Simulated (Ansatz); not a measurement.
**CH₇NSn (built from SMILES [CH3][SnH2][NH2]; bonds differ from it in a structure shown): a barrier at many levels of theory**

How high is the barrier of this step (C2–H4 formed, Sn1–C2 broken, N3–H4 broken), and how far do cheaper methods land from CCSD(T)?

Computed with Ansatz 0.2.0, Gaussian basis. Level: single points in def2-TZVPP on PBE0-D4/def2-TZVP structures.

Levels: SPW92, PBE-D4, BLYP-D4, r2SCAN-D4, B97M-V, PBE0-D4, B3LYP-D4, r2SCAN0-D4, BHLYP-D4, CAM-B3LYP-D4, wB97X-V, wB97M-V, B2PLYP, PBE-QIDH, RPA on PBE, Hartree-Fock, MP2, CCSD, CCSD(T). The reference is CCSD(T) at the basis limit, from triple and quadruple zeta. Zero-point energies come from PBE0-D4 vibrations.

Cores are frozen in the correlated methods. Filled d shells of the heavier atoms are correlated. Core potentials replace the inner electrons past krypton, and spin-orbit coupling is left out. B3LYP uses VWN-RPA correlation. B2PLYP carries no dispersion term here.

42 further runs of the same task are left out: 42 set aside as unsound or not needed. Runs told in other sessions of the task aren't counted.

### Step 1. Start, saddle and end, as given

Charge 0, multiplicity 1. The folders r, ts and p hold the start, the saddle and the end; their coordinates stand in the first inputs.

```
  pair  r (Å)  ts (Å)  p (Å)
 C2–H4  3.601   1.331  1.091
Sn1–C2  2.133   2.434  3.561
 N3–H4  1.012   1.488  3.598
```

### Step 2. SPW92/def2-TZVPP

Contents of r/in.yaml:

```yaml
crystal:
  periodic: [false, false, false]
  atoms:
    - {symbol: Sn, position_ang: [-0.567926, 0.037708, 0.526403]}
    - {symbol: C, position_ang: [1.557500, -0.111666, 0.434911]}
    - {symbol: N, position_ang: [-1.219365, -0.140606, -1.394901]}
    - {symbol: H, position_ang: [-1.010127, 0.668736, -1.966039]}
    - {symbol: H, position_ang: [-1.037119, 1.525630, 1.253035]}
    - {symbol: H, position_ang: [-1.288753, -1.265419, 1.365844]}
    - {symbol: H, position_ang: [1.962006, 0.718012, -0.145746]}
    - {symbol: H, position_ang: [1.832125, -1.049304, -0.048020]}
    - {symbol: H, position_ang: [1.988440, -0.082551, 1.435998]}
    - {symbol: H, position_ang: [-2.216780, -0.300640, -1.461487]}
basis:
  gaussian: {orbitals: def2-TZVPP}
hamiltonian: {xc: lda}
```

Contents of ts/in.yaml:

```yaml
crystal:
  periodic: [false, false, false]
  atoms:
    - {symbol: Sn, position_ang: [-1.068661, -0.048642, 0.641475]}
    - {symbol: C, position_ang: [1.251412, -0.067436, -0.095275]}
    - {symbol: N, position_ang: [-1.226466, -0.144578, -1.312392]}
    - {symbol: H, position_ang: [0.196563, 0.007366, -0.903722]}
    - {symbol: H, position_ang: [-1.170758, 1.335090, 1.665287]}
    - {symbol: H, position_ang: [-1.011277, -1.449550, 1.634292]}
    - {symbol: H, position_ang: [1.835086, 0.676803, -0.643652]}
    - {symbol: H, position_ang: [1.686056, -1.059739, -0.208981]}
    - {symbol: H, position_ang: [1.376918, 0.229930, 0.961934]}
    - {symbol: H, position_ang: [-1.868872, 0.520655, -1.738966]}
basis:
  gaussian: {orbitals: def2-TZVPP}
hamiltonian: {xc: lda}
```

Contents of p/in.yaml:

```yaml
crystal:
  periodic: [false, false, false]
  atoms:
    - {symbol: Sn, position_ang: [-1.644979, -0.190449, 0.572751]}
    - {symbol: C, position_ang: [1.829084, 0.036599, -0.175004]}
    - {symbol: N, position_ang: [-2.385458, -0.184482, -1.173261]}
    - {symbol: H, position_ang: [1.207298, -0.015014, -1.069387]}
    - {symbol: H, position_ang: [-1.330530, 1.096888, 1.661134]}
    - {symbol: H, position_ang: [-1.211907, -1.689766, 1.249084]}
    - {symbol: H, position_ang: [2.873732, 0.132583, -0.470507]}
    - {symbol: H, position_ang: [1.709698, -0.874413, 0.412679]}
    - {symbol: H, position_ang: [1.550691, 0.905027, 0.423794]}
    - {symbol: H, position_ang: [-2.597631, 0.782926, -1.431281]}
basis:
  gaussian: {orbitals: def2-TZVPP}
hamiltonian: {xc: lda}
```

The same command starts each run, in its folder.

The run is started by

```bash
ansatz run in.yaml --threads 4 --pin off --events-out ev --progress --plain --max-ram 9574MiB
```

Further steps of the session: PBE-D4/def2-TZVPP; BLYP-D4/def2-TZVPP; r2SCAN-D4/def2-TZVPP; B97M-V/def2-TZVPP; PBE0-D4/def2-TZVPP; B3LYP-D4/def2-TZVPP; r2SCAN0-D4/def2-TZVPP; BHLYP-D4/def2-TZVPP; CAM-B3LYP-D4/def2-TZVPP; wB97X-V/def2-TZVPP; wB97M-V/def2-TZVPP; B2PLYP/def2-TZVPP; PBE-QIDH/def2-TZVPP; RPA on PBE/def2-TZVPP; CCSD(T)/def2-TZVPP; MP2/def2-QZVPP; SPW92/def2-SVP; PBE-D4/def2-SVP; PBE0-D4/def2-SVP; wB97M-V/def2-SVP; CCSD(T)/def2-SVP; Vibrations of the start structure; Vibrations of the end structure.

Before running it: what results should come out? Wanted: barrier, CCSD(T)/CBS; reverse barrier, CCSD(T)/CBS; step energy, CCSD(T)/CBS; barrier with zero-point energy; step energy with zero-point energy; imaginary mode at the saddle; largest T1 diagnostic.

**Answer**, as computed:

| quantity | value |
| --- | --- |
| barrier, CCSD(T)/CBS | 349.3 kJ/mol |
| reverse barrier, CCSD(T)/CBS | 152.3 kJ/mol |
| step energy, CCSD(T)/CBS | +197.1 kJ/mol |
| barrier with zero-point energy | 330.6 kJ/mol |
| step energy with zero-point energy | +188.1 kJ/mol |
| imaginary mode at the saddle | 1671i cm⁻¹ |
| largest T1 diagnostic | 0.022 |

In words: Among the functionals B2PLYP lands nearest to CCSD(T)/CBS (+0.4 kJ/mol) and SPW92 farthest (-44.7 kJ/mol). By rung, the mean size of the error is: LDA 44.7, GGA 31.6, meta-GGA 11.3, hybrid 10.7, range-separated hybrid 11.6, double hybrid 5.1 kJ/mol. The double hybrids carry no dispersion term here, unlike the levels marked D4 or V. PBE-D4 gives a barrier 35.2 kJ/mol too low, outside chemical accuracy (1 kcal/mol, 4.2 kJ/mol). Every functional without exact exchange puts the forward barrier too low. The barrier rises with the share of exact exchange, from BLYP-D4 through B3LYP-D4 to BHLYP-D4 (-28.0, -4.0, +28.5 kJ/mol). Hartree-Fock, with no correlation, is off by +75.0 kJ/mol. Zero-point motion lowers the barrier by 18.8 kJ/mol. The restricted Hartree–Fock reference is unstable towards an unrestricted one at one or more of these structures.
